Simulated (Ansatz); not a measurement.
Runs of Ansatz 0.2.0 on MoN2. It takes space group P4/mbm (No. 127, tetragonal). The conventional cell has a = 4.348 Å, b = 4.348 Å, c = 2.767 Å, α = 90.00°, β = 90.00°, γ = 90.00°. Mo (site symmetry 4/m) is surrounded by 8 N at 2.24 Å. Around N (site symmetry m2m) lie 1 N at 1.37 Å. Measurements of this composition are mostly on another form, of space group No. 160.

| task | level | spin | cell | k mesh | cutoff (eV) | points for each segment of the path | gap on the mesh (eV) | pressure (GPa) | relaxed volume (Å³/atom) | largest force (eV/Å) |
| --- | --- | --- | --- | --- | --- | --- | --- | --- | --- | --- |
| relaxation of cell and atoms | PBE | off | relaxed | 6 × 6 × 10 | 420 | - | none | 0.0 | 8.61 | - |
| band structure | PBEsol | SOC, no magnetisation | as given | 6 × 6 × 10 | 420 | 14 | none | -14.1 | - | 0.03 |
| density of states | PBEsol | off | as given | 6 × 6 × 8 | 420 | - | none | -14.2 | - | (c) |
| band structure | PBE | off | as given | 6 × 6 × 10 | 420 | 14 | none | (b) | - | 0.07 |
| relaxation of cell and atoms | r2SCAN | off | relaxed | 6 × 6 × 10 | 500 | - | none | 0.0 | (a) | - |

Alike in all rows: potentials or basis Ansatz PAW; smearing fermi-dirac 0.05 eV.

Estimate the missing entries.

(a) 8.52; (b) -3.8; (c) 0.01.

Caveats: the PAW data sets come from PBE, with cores solved anew for the run's functional, which leaves a small shift of forces and pressure (some runs); the plane-wave basis is chosen anew once the cell has moved, so the energies of steps on either side of that aren't comparable (some runs); the density of states is complete only up to the lowest level of the last band computed (some runs).

A k mesh can miss the band edges, and rows without SOC leave out spin-orbit coupling on Mo.

A gap of «none» marks a metal or a gap under the smearing width.
